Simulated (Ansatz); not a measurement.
# CH₅FSeSn: a ladder of functionals and wavefunction methods

Aim: compute CH₅FSeSn with functionals from several rungs and with coupled cluster, and see how far each lands from CCSD(T) at the basis-set limit for the atomisation energy.

Method: functionals in def2-TZVPP, the program's frozen cores in correlated methods; program: Ansatz 0.2.0, Gaussian basis.

Plan: LDA (SPW92), PBE-D4, revPBE-D4, BLYP-D4, r2SCAN-D4, B97M-V, PBE0-D4, B3LYP-D4, r2SCANh-D4, r2SCAN0-D4, HSE06-D4, BHLYP-D4, CAM-B3LYP-D4, LC-ωPBE, ωB97X-V, ωB97M-V, B2PLYP, PBE-QIDH; CCSD(T)/def2-SVP; CCSD(T)/def2-TZVPP; MP2/def2-QZVPP; extrapolation to the limit; RPA on PBE.

### 1 The relaxed structure

All runs share one geometry, relaxed beforehand with PBE0-D4 in a triple-zeta def2 set. Sn takes the def2 core potential; no spin-orbit term is included.

SMILES `[CH3][SnH]([F])[SeH]`, 9 atoms, charge 0, spin multiplicity 1.

Atoms are counted from 1 here; the program's logs count them from 0.

Bond lengths: C1–Sn2 2.122 Å, C1–H5 1.090 Å, C1–H6 1.089 Å, C1–H7 1.090 Å, Sn2–F3 1.930 Å, Sn2–Se4 2.515 Å, Sn2–H8 1.703 Å, Se4–H9 1.469 Å. Angles: Sn2–C1–H5 110.0°, Sn2–C1–H6 108.7°, Sn2–C1–H7 109.2°, H5–C1–H6 109.7°, H5–C1–H7 109.9°, H6–C1–H7 109.4°, C1–Sn2–F3 103.6°, C1–Sn2–Se4 113.0°, C1–Sn2–H8 119.0°, F3–Sn2–Se4 107.5°, F3–Sn2–H8 104.3°, Se4–Sn2–H8 108.4°, Sn2–Se4–H9 91.5°.

### 2 LDA

This LDA is Slater exchange with PW92 correlation.

in.yaml reads:

```yaml
crystal:
  periodic: [false, false, false]
  atoms:
    - {symbol: C, position_ang: [-0.182637, 0.559160, -1.219977]}
    - {symbol: Sn, position_ang: [0.506741, -0.700773, 0.342123]}
    - {symbol: F, position_ang: [2.156104, 0.131829, 0.900232]}
    - {symbol: Se, position_ang: [-1.033278, -0.731838, 2.329872]}
    - {symbol: H, position_ang: [-1.139651, 0.198168, -1.595299]}
    - {symbol: H, position_ang: [-0.299308, 1.568890, -0.827948]}
    - {symbol: H, position_ang: [0.552142, 0.565967, -2.024743]}
    - {symbol: H, position_ang: [0.946878, -2.305190, -0.023058]}
    - {symbol: H, position_ang: [-1.418391, 0.667487, 2.101598]}
basis:
  gaussian: {orbitals: def2-TZVPP}
hamiltonian: {xc: lda}
output: {orbitals: {seedname: orbitals}}
```

Launch:

```console
> ansatz run in.yaml --threads 4 --pin off --events-out ev --progress --plain --max-ram 10444MiB
```

The runs that follow: PBE-D4 (GGA); revPBE-D4 (GGA); BLYP-D4 (GGA); r2SCAN-D4 (meta-GGA); B97M-V (meta-GGA); PBE0-D4 (hybrid); B3LYP-D4 (hybrid); r2SCANh-D4 (hybrid); r2SCAN0-D4 (hybrid); HSE06-D4 (hybrid); BHLYP-D4 (hybrid); CAM-B3LYP-D4 (range-separated); LC-ωPBE (range-separated); ωB97X-V (range-separated); ωB97M-V (range-separated); B2PLYP (double hybrid); PBE-QIDH (double hybrid); CCSD(T) in def2-SVP; CCSD(T) in def2-TZVPP; MP2 in def2-QZVPP; RPA on PBE orbitals.

Q: Predict the results of all the runs planned. Wanted: atomisation energy, CCSD(T)/CBS; farthest beyond LDA; mean size of error, GGA; mean size of error, meta-GGA; mean size of error, hybrid; mean size of error, range-separated; mean size of error, double hybrid; gap, smallest and largest; T1 diagnostic.

**Answer**, as computed:

```
                               quantity                                  value
        atomisation energy, CCSD(T)/CBS                         682.1 kcal/mol
functionals within 6.8 kcal/mol (1.0 %)     PBE-D4, r2SCAN-D4, B97M-V, ωB97X-V
                    farthest beyond LDA              BHLYP-D4 (-29.7 kcal/mol)
                mean size of error, GGA                          10.7 kcal/mol
           mean size of error, meta-GGA                           4.8 kcal/mol
             mean size of error, hybrid                          16.3 kcal/mol
    mean size of error, range-separated                           9.6 kcal/mol
      mean size of error, double hybrid                          17.5 kcal/mol
              gap, smallest and largest  4.27 eV (BLYP-D4), 11.30 eV (LC-ωPBE)
                          T1 diagnostic                                 0.0116
triples share of the correlation energy                                  3.2 %
```

In words: The LDA atomisation energy is off by 89.5 kcal/mol (13 %): it overbinds. PBE-D4 misses by -0.9 kcal/mol. Double hybrids carry the basis error of their MP2 part in triple zeta, and no dispersion term here, so their miss is partly the set-up's. Taken by rung, meta-GGA functionals do best (4.8 kcal/mol on average) and double hybrid ones worst beyond LDA (17.5 kcal/mol). hybrid functionals lie within the reference's doubt of that worst mean (16.3 kcal/mol), so those two tie. Misses under about 6.8 kcal/mol are within the doubt on the reference itself, which lacks core-valence correlation, spin-orbit coupling and higher excitations, and its outer-core shells are covered unevenly. All levels share the lack of spin-orbit coupling, which lowers the free heavy atoms and so the true binding. Hartree-Fock recovers 71 % of the binding; the rest is correlation. CCSD(T) in def2-SVP is off by -54.2 kcal/mol, more than most functionals: a good method in a small basis is no reference. Orbital gaps span 4.3 to 11.3 eV; exact exchange widens them. Correlated methods include outer-core shells of Se, Sn, which these sets cover unevenly.
